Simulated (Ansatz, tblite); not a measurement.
**The cluster Ca₃Te₂: charged states by level of theory**

One table from this session's results is given with a row withheld; the runs are named, their logs left out.

Program: Ansatz 0.2.0, Gaussian basis. Level of theory: as each input shows. These are calculated values, not measurements.

Plan: charge +1 doublet, at the geometry of the singlet (PBE0-D4/def2-TZVP, PBE-D4/def2-TZVP, r2SCAN-D4/def2-TZVP, CCSD(T)/def2-SVP); charge -1 doublet, at the geometry of the singlet (PBE0-D4/def2-TZVPD, PBE-D4/def2-TZVPD, r2SCAN-D4/def2-TZVPD); the starting singlet's energies come from earlier runs.

3 further runs of the same task are left out: 3 set aside as unsound or not needed.

## The relaxed structure

The geometry is that of the singlet, from an earlier relaxation (PBE-D4/def2-SVP). At that level it is the lowest of the isomers that a small search found.

5 atoms, charge 0, spin multiplicity 1.

Atoms are counted from 1 here; the program's logs count them from 0.

Bond lengths: Ca1–Te4 2.994 Å, Ca1–Te5 2.994 Å, Ca2–Te4 2.994 Å, Ca2–Te5 2.994 Å, Ca3–Te4 2.993 Å, Ca3–Te5 2.993 Å. Angles: Te4–Ca1–Te5 91.6°, Te4–Ca2–Te5 91.6°, Te4–Ca3–Te5 91.6°, Ca1–Te4–Ca2 74.2°, Ca1–Te4–Ca3 74.3°, Ca2–Te4–Ca3 74.3°, Ca1–Te5–Ca2 74.2°, Ca1–Te5–Ca3 74.3°, Ca2–Te5–Ca3 74.3°.

Te takes a core potential in the def2 sets. No spin-orbit coupling is included.

The first run:

Contents of in.yaml:

```yaml
crystal:
  periodic: [false, false, false]
  atoms:
    - {symbol: Ca, position_ang: [0.123094, -1.613386, -1.317862]}
    - {symbol: Ca, position_ang: [1.651432, 1.245006, 0.278076]}
    - {symbol: Ca, position_ang: [-1.772897, 0.368186, 1.038939]}
    - {symbol: Te, position_ang: [-0.678534, 1.256838, -1.601445]}
    - {symbol: Te, position_ang: [0.676905, -1.256644, 1.602282]}
basis:
  gaussian: {orbitals: def2-TZVP}
total_charge: 1
magnetization: {spin_polarized: true, initial_magnetization: 1}
hamiltonian: {xc: pbe0, dispersion: d4}
scf: {omitted_lower_state_checks: [starts]}
output: {orbitals: {seedname: orbitals}}
```

On the command line:

```
$ ansatz run in.yaml --threads 2 --pin off --events-out ev --progress --plain --max-ram 32768MiB --backend cpu
```

Steps of the session up to this table: Charge +1 doublet at the fixed geometry, PBE0-D4/def2-TZVP; Charge +1 doublet at the fixed geometry, PBE-D4/def2-TZVP; Charge +1 doublet at the fixed geometry, r2SCAN-D4/def2-TZVP; Charge +1 doublet at the fixed geometry, CCSD(T)/def2-SVP.

One of the session's tables, all rows but one given; the rest of the session is left out.

It belongs to the step «Vertical ionisation energy». 

```
             method  vertical ionisation energy (eV)
        HF/def2-SVP                                ?
   PBE-D4/def2-TZVP                             4.65
r2SCAN-D4/def2-TZVP                             4.43
  PBE0-D4/def2-TZVP                             4.56
       MP2/def2-SVP                             4.73
      CCSD/def2-SVP                             4.48
   CCSD(T)/def2-SVP                             4.63
```

**Question.** Estimate the row for HF/def2-SVP.

**Answer.** vertical ionisation energy (eV): 3.63. In the column «vertical ionisation energy (eV)» it is the lowest.

The closed-shell reference under CCSD(T)/def2-SVP is unstable towards broken spin symmetry, which adds to the doubt on it.

Caveats from the session: The anion's highest level is positive in at least one run, so there the basis alone may hold the extra electron.
